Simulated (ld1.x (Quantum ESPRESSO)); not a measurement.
# Pseudopotential generation for copper: TM, PBE

Aim: build the potential from the settings below, then test how well it stands in for the atom: other configurations, scattering, ghost states and the plane-wave cutoff that it needs.

The numbers are computed with ld1.x (Quantum ESPRESSO) 7.5 (PBE, scalar-relativistic, spin-unpolarised reference atom).

## (1) The atom and the settings

Typed settings, in words:

| Property | Result |
| --- | --- |
| element | copper (Cu, Z = 29) |
| type | norm-conserving Troullier–Martins (Kleinman–Bylander form) |
| frozen core | [Ar] |
| valence charge | 11 |
| reference configuration | 3d9 4s0 4p0 (charge +2) |
| partial waves | 4s (bound, empty): rc 1.40 bohr; 4p (bound, empty): rc 1.80 bohr; 3d (bound): rc 0.85 bohr |
| local potential | the d channel |
| core correction | Bessel-smoothed model core inside 0.70 bohr |

The nodes and maxima of the atom's own shells, from an earlier all-electron run, set the scale for the radii.

All-electron outer shells of the reference configuration (PBE, scalar-relativistic, ld1.x):

| shell | level (eV) | outermost node (bohr) | outermost maximum (bohr) |
| --- | --- | --- | --- |
| 3p | -97.62 | 0.26 | 0.62 |
| 3d | -29.63 | – | 0.60 |
| 4s | -22.35 | 0.88 | 1.95 |
| 4p | -15.35 | 0.95 | 2.36 |
| 4f | -3.65 | – | 6.82 |

## (2) Generating the potential

Cu.in reads:

```
 &input
   title='Cu', zed=29., rel=1, dft='PBE', iswitch=3,
   config='[Ar] 3d9 4s0 4p0',
   nld=3, rlderiv=1.95, eminld=-4.0, emaxld=5.0, deld=0.02
 /
 &inputp
   pseudotype=2, tm=.true., lloc=2,
   nlcc=.true., new_core_ps=.true., rcore=0.70,
   file_pseudopw='Cu.UPF', file_wfcaegen='ae.wfc', file_wfcncgen='nc.wfc', file_beta='beta', file_chi='chi'
 /
3
4S  1  0   0.00   0.00  1.40  1.40  0.0
4P  2  1   0.00   0.00  1.80  1.80  0.0
3D  3  2   9.00   0.00  0.85  0.85  0.0
 &test
   configts(1)='3d9 4s0 4p0'
 /
```

On the command line:

```console
$ ld1.x < Cu.in > Cu.out
```

What the program wrote to Cu.out (without the banner and most projector matrices):

```text
     Program LD1 v.7.5
     --------------------------- All-electron run ----------------------------

     Cu
     scalar relativistic calculation

     atomic number is 29.00
     dft =PBE   lsd =0 sic =0 latt =0  beta=0.20 tr2=1.0E-14
     Exchange-correlation= PBE
                           (   1   4   3   4   0   0   0)
     mesh =1199 r(mesh) = 100.25372 a.u. xmin = -7.00 dx = 0.01250
     1 Ry =  13.60569312 eV, c = 137.03599908

     n l     nl                  e(Ry)          e(Ha)          e(eV)
     1 0     1S 1( 2.00)      -652.4351      -326.2176     -8876.8323
     2 0     2S 1( 2.00)       -79.9819       -39.9910     -1088.2094
     2 1     2P 1( 6.00)       -69.2869       -34.6434      -942.6960
     3 0     3S 1( 2.00)       -10.3108        -5.1554      -140.2860
     3 1     3P 1( 6.00)        -7.1749        -3.5874       -97.6191
     3 2     3D 1( 9.00)        -2.1776        -1.0888       -29.6281
     4 0     4S 1( 0.00)        -1.6424        -0.8212       -22.3464
     4 1     4P 1( 0.00)        -1.1282        -0.5641       -15.3494

     final scf error:  9.6E-15 reached in  32 iterations

     Etot =   -3307.534761 Ry,   -1653.767381 Ha,  -45001.302955 eV

     Ekin =    3356.847454 Ry,    1678.423727 Ha,   45672.236322 eV
     Encl =   -7914.362441 Ry,   -3957.181221 Ha, -107680.386643 eV
     Eh   =    1383.727841 Ry,     691.863921 Ha,   18826.576377 eV
     Exc  =    -133.747615 Ry,     -66.873808 Ha,   -1819.729011 eV

     normalization and overlap integrals

     s(1S/1S) =  1.000000  <r> =   0.0521  <r2> =    0.0037  r(max) =   0.0341
     s(2S/2S) =  1.000000  <r> =   0.2352  <r2> =    0.0653  r(max) =   0.1960
     s(2P/2P) =  1.000000  <r> =   0.2064  <r2> =    0.0523  r(max) =   0.1585
     s(3S/3S) =  1.000000  <r> =   0.7099  <r2> =    0.5824  r(max) =   0.6112
     s(3P/3P) =  1.000000  <r> =   0.7450  <r2> =    0.6554  r(max) =   0.6189
     s(3D/3D) =  1.000000  <r> =   0.9223  <r2> =    1.1163  r(max) =   0.5961
     s(4S/4S) =  1.000000  <r> =   2.2809  <r2> =    5.9155  r(max) =   1.9546
     s(4P/4P) =  1.000000  <r> =   2.7593  <r2> =    8.6928  r(max) =   2.3577

     ------------------------ End of All-electron run ------------------------

     --------------------- Generating NC pseudopotential ---------------------

      Generating local pot.: lloc=2, matching radius rcloc =   0.8500

      Computing core charge for nlcc:

       r > 0.70 : true rho core
      Core charge pseudized with two Bessel functions
      Integrated core pseudo-charge :   9.78

      Wfc   4S  rcut= 1.395  Using Troullier-Martins method

      Wfc   4P  rcut= 1.791  Using Troullier-Martins method

     ------------------- End of pseudopotential generation -------------------

     [... the all-electron block is printed once more ...]


     Computing logarithmic derivative in   1.94250
     Computing logarithmic derivative in   1.94250
     Computing the partial wave expansion
     R is outside the sphere for l=    0 j= 0.00
     R is outside the sphere for l=    1 j= 0.00
       no projector for channel:   2

     ---------------------- Testing the pseudopotential ----------------------

     Cu
     scalar relativistic calculation

     atomic number is 29.00   valence charge is 11.00
     dft =PBE   lsd =0 sic =0 latt =0  beta=0.20 tr2=1.0E-14
     mesh =1199 r(mesh) = 100.25372 xmin = -7.00 dx = 0.01250

     n l     nl             e AE (Ry)        e PS (Ry)    De AE-PS (Ry)
     3 2     3D   1( 9.00)       -2.17762       -2.17760       -0.00002
     1 0     4S   1( 0.00)       -1.64243       -1.64242       -0.00001
     2 1     4P   1( 0.00)       -1.12816       -1.12815       -0.00000

     eps = 9.6E-15  iter = 13

     Etot =   -3307.534761 Ry,   -1653.767381 Ha,  -45001.302955 eV
     Etotps =  -120.542191 Ry,     -60.271095 Ha,   -1640.060054 eV

     Ekin =     168.924037 Ry,      84.462018 Ha,    2298.328605 eV
     Encl =    -327.643827 Ry,    -163.821913 Ha,   -4457.821358 eV
     Ehrt =      81.658871 Ry,      40.829436 Ha,    1111.025545 eV
     Ecxc =     -43.481272 Ry,     -21.740636 Ha,    -591.592846 eV
     (Ecc =     -21.267343 Ry,     -10.633672 Ha,    -289.356949 eV)

     ---------------------- End of pseudopotential test ----------------------
```

Run time: 1.1 s. Hardware: 1 thread of Neoverse-V2, shared host. This counts the later configuration tests of the new file too.

All-electron and pseudo partial waves u(r) = r·R(r), from the program's wave files:

```
r (bohr)    4p AE   4p PS
   0.090   0.1505  0.0031
   0.180   0.1227  0.0123
   0.270  -0.0295  0.0269
   0.360  -0.1727  0.0461
   0.450  -0.2575  0.0688
   0.540  -0.2809  0.0939
   0.630  -0.2566  0.1203
   0.720  -0.2007  0.1472
   0.810  -0.1263  0.1743
   0.900  -0.0431  0.2019
   0.990   0.0426  0.2307
   1.080   0.1266  0.2615
   1.170   0.2064  0.2954
   1.260   0.2804  0.3331
   1.350   0.3477  0.3746
   1.440   0.4079  0.4189
   1.530   0.4609  0.4641
   1.620   0.5070  0.5074
   1.710   0.5461  0.5461
   1.800   0.5788  0.5788
   1.890   0.6054  0.6054
   1.980   0.6264  0.6264
   2.070   0.6420  0.6420
   2.160   0.6530  0.6530
   2.250   0.6595  0.6595
   2.340   0.6620  0.6620
```

## (3) Configuration tests

Cu.test.in reads:

```
 &input
   title='Cu', zed=29., rel=1, dft='PBE', iswitch=2,
   config='[Ar] 3d9 4s0 4p0'
 /
 &test
   file_pseudo='Cu.UPF', nconf=8,
   configts(1)='3d9 4s0 4p0',
   configts(2)='3d10 4s1 4p0',
   configts(3)='3d10 4s0 4p0',
   configts(4)='3d8 4s0 4p0',
   configts(5)='3d10 4s0.5 4p0',
   configts(6)='3d7 4s0 4p0',
   configts(7)='3d9 4s2 4p0',
   configts(8)='3d10 4s0 4p1'
 /
```

On the command line:

```console
$ ld1.x < Cu.test.in > Cu.test.out
```

Cu.test.out, the pseudopotential blocks, each with the warnings that came before it:

```text
     ---------------------- Testing the pseudopotential ----------------------

     Cu
     scalar relativistic calculation

     atomic number is 29.00   valence charge is 11.00
     dft =PBE   lsd =0 sic =0 latt =0  beta=0.20 tr2=1.0E-14
     mesh =1199 r(mesh) = 100.25372 xmin = -7.00 dx = 0.01250

     n l     nl             e AE (Ry)        e PS (Ry)    De AE-PS (Ry)
     3 2     3D   1( 9.00)       -2.17762       -2.17760       -0.00002
     1 0     4S   1( 0.00)       -1.64243       -1.64242       -0.00001
     2 1     4P   1( 0.00)       -1.12816       -1.12815       -0.00000

     eps = 6.6E-15  iter = 14

     Etot =   -3307.534761 Ry,   -1653.767381 Ha,  -45001.302955 eV
     Etotps =  -120.542190 Ry,     -60.271095 Ha,   -1640.060052 eV

     Ekin =     168.924037 Ry,      84.462019 Ha,    2298.328613 eV
     Encl =    -327.643827 Ry,    -163.821914 Ha,   -4457.821366 eV
     Ehrt =      81.658872 Ry,      40.829436 Ha,    1111.025547 eV
     Ecxc =     -43.481272 Ry,     -21.740636 Ha,    -591.592846 eV
     (Ecc =     -21.267343 Ry,     -10.633672 Ha,    -289.356949 eV)

     ---------------------- End of pseudopotential test ----------------------

     ---------------------- Testing the pseudopotential ----------------------

     Cu
     [...]
     n l     nl             e AE (Ry)        e PS (Ry)    De AE-PS (Ry)
     3 2     3D   1(10.00)       -0.37027       -0.36724       -0.00303
     1 0     4S   1( 1.00)       -0.33878       -0.34270        0.00392
     2 1     4P   1( 0.00)       -0.05121       -0.05260        0.00139

     eps = 2.6E-15  iter = 17

     Etot =   -3309.701531 Ry,   -1654.850765 Ha,  -45030.783357 eV
     Etotps =  -122.708330 Ry,     -61.354165 Ha,   -1669.531876 eV
     dEtot_ae =      -2.166770 Ry
     dEtot_ps =      -2.166139 Ry,   Delta E=      -0.000630 Ry

     [...]
     ---------------------- End of pseudopotential test ----------------------

     ---------------------- Testing the pseudopotential ----------------------

     Cu
     [...]
     n l     nl             e AE (Ry)        e PS (Ry)    De AE-PS (Ry)
     3 2     3D   1(10.00)       -1.00387       -0.99648       -0.00739  !
     1 0     4S   1( 0.00)       -0.87409       -0.87965        0.00556  !
     2 1     4P   1( 0.00)       -0.48142       -0.48581        0.00439

     eps = 5.1E-16  iter = 18

     Etot =   -3309.102669 Ry,   -1654.551334 Ha,  -45022.635421 eV
     Etotps =  -122.104565 Ry,     -61.052282 Ha,   -1661.317237 eV
     dEtot_ae =      -1.567907 Ry
     dEtot_ps =      -1.562374 Ry,   Delta E=      -0.005533 Ry

     [...]
     ---------------------- End of pseudopotential test ----------------------

     Warning: n=2, l=1 expected 0 nodes, found 1
     ---------------------- Testing the pseudopotential ----------------------

     Cu
     [...]
     n l     nl             e AE (Ry)        e PS (Ry)    De AE-PS (Ry)
     3 2     3D   1( 8.00)       -3.59499       -3.63207        0.03708  !
     1 0     4S   1( 0.00)       -2.53770       -2.55365        0.01595  !
     2 1     4P   1( 0.00)       -1.91536       -1.92704        0.01167  !

     eps = 4.9E-15  iter = 17

     Etot =   -3304.666857 Ry,   -1652.333428 Ha,  -44962.283127 eV
     Etotps =  -117.658490 Ry,     -58.829245 Ha,   -1600.825310 eV
     dEtot_ae =       2.867905 Ry
     dEtot_ps =       2.883700 Ry,   Delta E=      -0.015796 Ry

     [...]
     ---------------------- End of pseudopotential test ----------------------

     ---------------------- Testing the pseudopotential ----------------------

     Cu
     [...]
     n l     nl             e AE (Ry)        e PS (Ry)    De AE-PS (Ry)
     3 2     3D   1(10.00)       -0.67108       -0.66635       -0.00473
     1 0     4S   1( 0.50)       -0.59517       -0.60006        0.00489
     2 1     4P   1( 0.00)       -0.25132       -0.25420        0.00288

     eps = 4.5E-15  iter = 15

     Etot =   -3309.469123 Ry,   -1654.734561 Ha,  -45027.621283 eV
     Etotps =  -122.473682 Ry,     -61.236841 Ha,   -1666.339328 eV
     dEtot_ae =      -1.934361 Ry
     dEtot_ps =      -1.931491 Ry,   Delta E=      -0.002870 Ry

     [...]
     ---------------------- End of pseudopotential test ----------------------

     Warning: n=1, l=0 expected 0 nodes, found 1
     ---------------------- Testing the pseudopotential ----------------------

     Cu
     [...]
     n l     nl             e AE (Ry)        e PS (Ry)    De AE-PS (Ry)
     3 2     3D   1( 7.00)       -5.21378       -5.32600        0.11222  !
     1 0     4S   1( 0.00)       -3.53893       -4.26888        0.72995  !
     2 1     4P   1( 0.00)       -2.81949       -3.60456        0.78507  !

     eps = 3.9E-15  iter = 18

     Etot =   -3300.278327 Ry,   -1650.139164 Ha,  -44902.574139 eV
     Etotps =  -113.198290 Ry,     -56.599145 Ha,   -1540.141191 eV
     dEtot_ae =       7.256434 Ry
     dEtot_ps =       7.343901 Ry,   Delta E=      -0.087467 Ry

     [...]
     ---------------------- End of pseudopotential test ----------------------

     ---------------------- Testing the pseudopotential ----------------------

     Cu
     [...]
     n l     nl             e AE (Ry)        e PS (Ry)    De AE-PS (Ry)
     3 2     3D   1( 9.00)       -0.69958       -0.70815        0.00857  !
     1 0     4S   1( 2.00)       -0.42717       -0.42739        0.00022
     2 1     4P   1( 0.00)       -0.08609       -0.08611        0.00002

     eps = 9.6E-15  iter = 18

     Etot =   -3309.556741 Ry,   -1654.778371 Ha,  -45028.813395 eV
     Etotps =  -122.564065 Ry,     -61.282032 Ha,   -1667.569051 eV
     dEtot_ae =      -2.021980 Ry
     dEtot_ps =      -2.021874 Ry,   Delta E=      -0.000106 Ry

     [...]
     ---------------------- End of pseudopotential test ----------------------

     ---------------------- Testing the pseudopotential ----------------------

     Cu
     [...]
     n l     nl             e AE (Ry)        e PS (Ry)    De AE-PS (Ry)
     3 2     3D   1(10.00)       -0.52571       -0.51853       -0.00718  !
     1 0     4S   1( 0.00)       -0.44612       -0.44913        0.00301
     2 1     4P   1( 1.00)       -0.12603       -0.12709        0.00106

     eps = 5.3E-15  iter = 16

     Etot =   -3309.397502 Ry,   -1654.698751 Ha,  -45026.646835 eV
     Etotps =  -122.401995 Ry,     -61.200998 Ha,   -1665.363988 eV
     dEtot_ae =      -1.862741 Ry
     dEtot_ps =      -1.859805 Ry,   Delta E=      -0.002936 Ry

     [...]
     ---------------------- End of pseudopotential test ----------------------
```

Energies count from the reference configuration 3d9 4s0 4p0; the error is all-electron less pseudo. A star marks tests that logged a warning.

| valence configuration | charge | ΔE all-electron (eV) | error AE − PS (meV) |
| --- | --- | --- | --- |
| 3d10 4s1 4p0 | 0 | -29.480 | -8.6 |
| 3d10 4s0 4p0 | +1 | -21.332 | -75 |
| 3d8 4s0 4p0 * | +3 | 39.020 | -215 |
| 3d10 4s0.5 4p0 | +0.5 | -26.318 | -39 |
| 3d7 4s0 4p0 * | +4 | 98.729 | -1190 |
| 3d9 4s2 4p0 | 0 | -27.510 | -1.4 |
| 3d10 4s0 4p1 | 0 | -25.344 | -40 |

## (4) Logarithmic derivatives

Taken from the files of the generation run. The phase is arctan(r·u′/u) with u = r·R, unwrapped, with energies in Ry. A pole is an energy at which the radial function vanishes at the test radius. The pseudo phase is shifted by a multiple of π to meet the all-electron one at the reference energy. Levels narrower than the energy grid can be missing from the poles. The last column is the largest difference on the grid between −1 and +1 Ry.

```tsv
channel	radius (bohr)	reference (Ry)	poles AE	poles PS	window around the reference with phases within 0.05 rad (Ry)	largest difference near zero (rad)
s	1.94	-1.64	2.73	0.04, 4.17	below -0.8	2.899
p	1.94	-1.13	4.22	2.74	below 0.0	0.068
d	1.94	-2.18	-1.89	-1.89	the whole range	0.008
```

Phases (rad) along the scan:

```csv
E (Ry),s AE,s PS,d AE,d PS
-4.00,1.155,1.144,1.252,1.252
-3.52,1.088,1.076,1.204,1.204
-3.04,0.987,0.975,1.109,1.109
-2.56,0.822,0.810,0.726,0.726
-2.08,0.525,0.518,-1.354,-1.353
-1.60,0.005,0.005,-1.706,-1.705
-1.12,-0.592,-0.614,-1.817,-1.817
-0.64,-0.982,-1.052,-1.899,-1.898
-0.16,-1.196,-1.377,-1.986,-1.984
0.32,-1.322,-2.812,-2.101,-2.097
0.80,-1.404,-4.303,-2.279,-2.271
1.28,-1.462,-4.467,-2.593,-2.574
1.76,-1.505,-4.546,-3.131,-3.097
2.24,-1.540,-4.597,-3.727,-3.693
2.72,-1.570,-4.635,-4.107,-4.084
3.20,-1.596,-4.665,-4.316,-4.300
3.68,-1.620,-4.690,-4.439,-4.428
4.16,-1.643,-4.712,-4.520,-4.511
4.64,-1.666,-4.731,-4.578,-4.570
```

## (5) Cutoff and ghost test in a Bessel basis

A separate test, outside the generator: the pseudo-atom's Hamiltonian at the reference potential is diagonalised in spherical Bessel functions j_l(qr) that vanish at 20 bohr, with q² up to the cutoff.

All-electron valence levels (Ry): 4s -1.6424, 4p -1.1282, 3d -2.1776. The lowest levels of each channel (Ry) by cutoff; the last column sums, over occupied levels, occupation times the distance from the level at 400 Ry. A positive value at high cutoff is not a bound level.

| cutoff (Ry) | s #1 | s #2 | p #1 | p #2 | d #1 | f #1 | Σ f·Δε (mRy) |
| --- | --- | --- | --- | --- | --- | --- | --- |
| 8 | -1.7616 | -0.6007 | -1.1232 | -0.4413 | -0.6662 | -0.2679 | 13601.7 |
| 15 | -2.6902 | -0.9119 | -1.1295 | -0.4419 | -0.7139 | -0.2681 | 13171.6 |
| 25 | -10.3215 | -1.5780 | -1.1434 | -0.8897 | -0.7713 | -0.2681 | 12655.6 |
| 40 | -18.8929 | -1.6393 | -5.6115 | -1.1277 | -0.8669 | -0.2681 | 11795.0 |
| 55 | -22.2568 | -1.6403 | -9.1773 | -1.1280 | -0.9789 | -0.2681 | 10787.3 |
| 90 | -25.5177 | -1.6416 | -14.4718 | -1.1281 | -1.3500 | -0.2681 | 7447.2 |
| 120 | -26.8718 | -1.6421 | -16.7296 | -1.1281 | -1.6965 | -0.2681 | 4328.2 |
| 180 | -27.5133 | -1.6423 | -17.8626 | -1.1281 | -2.0981 | -0.2681 | 714.6 |
| 260 | -27.5533 | -1.6424 | -18.0107 | -1.1281 | -2.1755 | -0.2681 | 17.3 |
| 300 | -27.5540 | -1.6424 | -18.0114 | -1.1281 | -2.1773 | -0.2681 | 1.3 |
| 400 | -27.5584 | -1.6424 | -18.0131 | -1.1281 | -2.1774 | -0.2681 | 0.0 |

The sum stays within 10 mRy from 300 Ry and within 1 mRy only somewhere over 300 Ry. The sum leaves out empty levels, which can need more. Ghost test: ghost states, bound below the all-electron valence or empty levels of the same l: s at -375.0 eV, p at -245.1 eV.

## (6) What came out

```
                                                quantity                                                       value
               cutoffs for 10 and 1 mRy, occupied levels                                      300 Ry and over 300 Ry
                                            bound ghosts                            s at -374.95 eV, p at -245.08 eV
                            largest test error (AE − PS)  -1190 meV, for 3d7 4s0 4p0 (one of 2 tests with a warning)
largest phase difference near zero energy, channels read                                                   2.899 rad
```

A bound ghost (s, p) makes it unfit for use: electrons can fall into a state that the atom doesn't have. The worst unpolarised test, 3d7 4s0 4p0, is off by 1190 meV on 98.7 eV; by total energies transferability rates as poor. That test lies far up in energy; among those under 40 eV, nearer to bonding, the largest error is 215 meV. By its cutoff, 300 Ry for the looser tolerance, it is very hard. The tighter tolerance needs over 300 Ry, and converged work needs a cutoff nearer that. Of the channels read, s scatters worst near zero energy, by up to 2.90 rad. A step near π is an extra or missing state, not a misfit of shape. The pseudo curves have a pole with no partner nearby in the atom's: s at 0.04 Ry. At positive energy that is a spurious or a displaced resonance. All of this concerns the isolated atom, not yet a solid.
